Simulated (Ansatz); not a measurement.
Consider a table of relaxed lattice constants and trends of a series on the Fe3Al structure: Ti3B, Ti3Al, Ti3Ga, Ti3In (Ansatz's Python interface).

`ti3b_series.py`:
```python
# -*- coding: utf-8 -*-
"""Element substitution on the Fe3Al prototype."""

import logging
import sys

import ansatz as az
import numpy as np

logging.basicConfig(stream=sys.stdout, format="%(name)s: %(message)s")
log = logging.getLogger("calc")
log.setLevel(logging.INFO)


def fe3al(A, B, a):
    return (
        az.Lattice.fcc(a)
        .space_group(225)
        .atom(A, (0, 0, 0))
        .atom(B, (0.5, 0.5, 0.5))
        .atom(B, (0.25, 0.25, 0.25))
        .primitive()
    )


def solve(name, crystal, relax=True):
    calc = crystal.calculation()
    calc = calc.basis(17 * az.Ha)
    calc = calc.functional("pbesol")
    calc = calc.kpoints(spacing=0.3)
    calc = calc.occupations("cold", width=0.1).stress()
    calc = calc.band_table()
    if relax:
        calc = calc.relax(force_tolerance=0.01, cell=True)
    return calc.run()

def bulk_modulus(name, outcome, step=0.01):
    # B = -V dP/dV from the pressures of two uniformly scaled cells, atoms held at their fractions
    pressure = []
    for factor in (1 - step, 1.0, 1 + step):
        cell = az.Crystal(lattice=az.Lattice.of(outcome.lattice.cell_ang * factor ** (1 / 3)))
        for site in outcome.report["lattice"]["sites"]:
            cell = cell.atom(site["symbol"], site["position_frac"])
        pressure.append(np.trace(solve(name, cell, relax=False).report["stress_gpa"]) / 3)
    slope, bend = (pressure[0] - pressure[2]) / (2 * step), abs(pressure[0] + pressure[2] - 2 * pressure[1])
    # a jump of mesh or basis between the cells shows as a kink: no modulus then
    return float(slope) if bend < 12 * step**2 * abs(slope) + 0.15 and abs(pressure[1]) < 1.5 else float("nan")

def relaxed_twice(name, crystal):
    # the second pass draws mesh and plane waves anew for the relaxed cell
    first = solve(name, crystal)
    again = az.Crystal(lattice=az.Lattice.of(first.lattice.cell_ang))
    for site in first.report["lattice"]["sites"]:
        again = again.atom(site["symbol"], site["position_frac"])
    return solve(name, again)


def volume_per_atom(outcome):
    return abs(np.linalg.det(outcome.lattice.cell_ang)) / len(outcome.lattice.sites)


def main():
    # rough a for each member; the cell is relaxed
    phases = {}
    phases["Ti3B"] = fe3al("B", "Ti", 5.61)
    phases["Ti3Al"] = fe3al("Al", "Ti", 6.46)
    phases["Ti3Ga"] = fe3al("Ga", "Ti", 6.49)
    phases["Ti3In"] = fe3al("In", "Ti", 6.95)

    done = {}
    for name, crystal in phases.items():
        try:
            done[name] = relaxed_twice(name, crystal)
        except az.NonConvergedError as error:
            print(name, "did not converge:", str(error)[:120])

    rows = [(name, (4 * len(o.lattice.sites) * volume_per_atom(o)) ** (1 / 3), volume_per_atom(o), bulk_modulus(name, o)) for name, o in done.items()]
    log.info("  compound       a (A)  V (A^3/atom)     B (GPa)")
    for row in rows:
        log.info(f"{str(row[0]):>10}  {row[1]:10.3f}  {row[2]:12.3f}  {row[3]:10.0f}")


if __name__ == "__main__":
    main()
```

Rank the compounds by their relaxed volume per atom.

From smallest to largest: Ti3B (13.04 Å³), Ti3Ga (15.68 Å³), Ti3Al (16.14 Å³) and Ti3In (17.39 Å³). The largest is 33 % above the smallest.

The run itself:

```console
$ python ti3b_series.py
calc:   compound       a (A)  V (A^3/atom)     B (GPa)
calc:       Ti3B       5.932        13.045         145
calc:      Ti3Al       6.367        16.135         120
calc:      Ti3Ga       6.308        15.684         125
calc:      Ti3In       6.528        17.390         116
```

Reading the output:
- Spin is left out of this run.
- For the metals among these phases the mesh is modest: differences between phases can be off by up to 40 meV an atom.
- The bulk modulus is taken at fixed shape and positions, an upper value where these are free.
- Pressure is positive in compression.
- The cells are built on a prototype by substitution; a member may or may not take this structure in nature.
- Finished in 100 s on 1 thread of Arm Neoverse V1, on a shared host, peak memory 0.48 GiB.

(A comment or docstring line of the script was reworded after the run, the code is as it ran; lines on the test bed's own set-up are left out of the output.)
